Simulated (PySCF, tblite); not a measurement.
**C₇H₁₁P: geometry, infrared bands and NMR shifts**

What infrared bands and NMR shifts should C₇H₁₁P (`C=C/C(C)=P/C1CC1`) show?

The runs use tblite 0.8.0 and PySCF 2.14.0, with density-fitted response routines of our own; the level of theory stands in each step. All values are computed, except where a source is named. Atoms are numbered from 0 throughout.

**1. The starting structure**

19 atoms, charge 0, multiplicity 1; geometry from: force field or distance geometry start.

Bonds of the start (Å): C0–C1 1.35, C1–C2 1.50, C2–C3 1.51, C2–P4 1.74, P4–C5 1.82, C5–C6 1.50, C6–C7 1.50, C7–C5 1.49, C0–H8 1.08, C0–H9 1.07, C1–H10 1.08, C3–H11 1.08, C3–H12 1.10, C3–H13 1.09, C5–H14 1.09, C6–H15 1.07, C6–H16 1.09, C7–H17 1.09, C7–H18 1.09.

**2. Relaxing the molecule with GFN2-xTB**

What the job is given:

```
{"job": {"kind": "relax", "xc": "GFN2-xTB", "basis": "xTB"}, "charge": 0, "multiplicity": 1}
C      3.220700     1.028600    -0.925600
C      2.164900     0.252200    -1.237200
C      1.008300     0.023700    -0.308000
C      1.004300     0.720600     1.030900
P     -0.192900    -1.023500    -1.007900
C     -1.448800    -1.071800     0.314100
C     -2.466300     0.032200     0.372300
C     -2.859700    -1.332600    -0.095400
H      3.305700     1.572200     0.009300
H      4.021800     1.146000    -1.630400
H      2.161600    -0.261300    -2.192200
H      1.021100     1.795100     0.900800
H      1.884400     0.405000     1.614800
H      0.131500     0.468000     1.635500
H     -1.126800    -1.519700     1.249200
H     -2.442500     0.830200    -0.343300
H     -2.809800     0.348600     1.357600
H     -3.109500    -1.461200    -1.150200
H     -3.477800    -1.942900     0.563100
```

The run is started by

```bash
> OMP_NUM_THREADS=1 python probes_run.py task.json out
```

This one command runs all jobs of the session in turn.

**Question.** This job is followed by: GFN2-xTB harmonic vibrations, gas phase; GIAO PBE0/pcSseg-1 NMR shielding, non-relativistic, gas phase. Predict these results of the whole session: strongest single infrared mode (GFN2-xTB); zero-point energy (GFN2-xTB); 13C shifts against TMS (PBE0/pcSseg-1, means over atoms taken as alike); 1H shifts against TMS (PBE0/pcSseg-1, means over atoms taken as alike); 31P shifts against H3PO4 (PBE0/pcSseg-1).

**Answer**, as computed:

| quantity | value |
| --- | --- |
| strongest single infrared mode (GFN2-xTB) | 3094 cm⁻¹, 61 km/mol |
| zero-point energy (GFN2-xTB) | 98.3 kcal/mol |
| 13C shifts against TMS (PBE0/pcSseg-1, means over atoms taken as alike) | 214.2, 149.9, 116.1, 21.2, 14.0, 8.3 ppm |
| 1H shifts against TMS (PBE0/pcSseg-1, means over atoms taken as alike) | 7.29, 5.57, 5.32, 2.64, 1.18, 1.02, 0.53 ppm |
| 31P shifts against H3PO4 (PBE0/pcSseg-1) | 325.8 ppm |

Relaxing lowered the energy by 0.158 eV in 52 steps; the close pair that moved most is C1–C2, from 1.501 to 1.443 Å. All 51 modes are real, so the xTB geometry is a minimum. The strongest single mode, at 3094 cm⁻¹, is spread over several atoms, H18, H17, H15, H16 among them. Unscaled tight-binding wavenumbers are off by several per cent, some by more. Its intensities can rank the bands wrongly. The most deshielded hydrogen is H10 (hydrogen on an alkene CH), at 7.29 ppm: attached to an sp2 carbon and in the plane of the double bond. At PBE0/pcSseg-1: Shielding is most anisotropic at P4 (span 673 ppm, paramagnetic term -977 ppm).
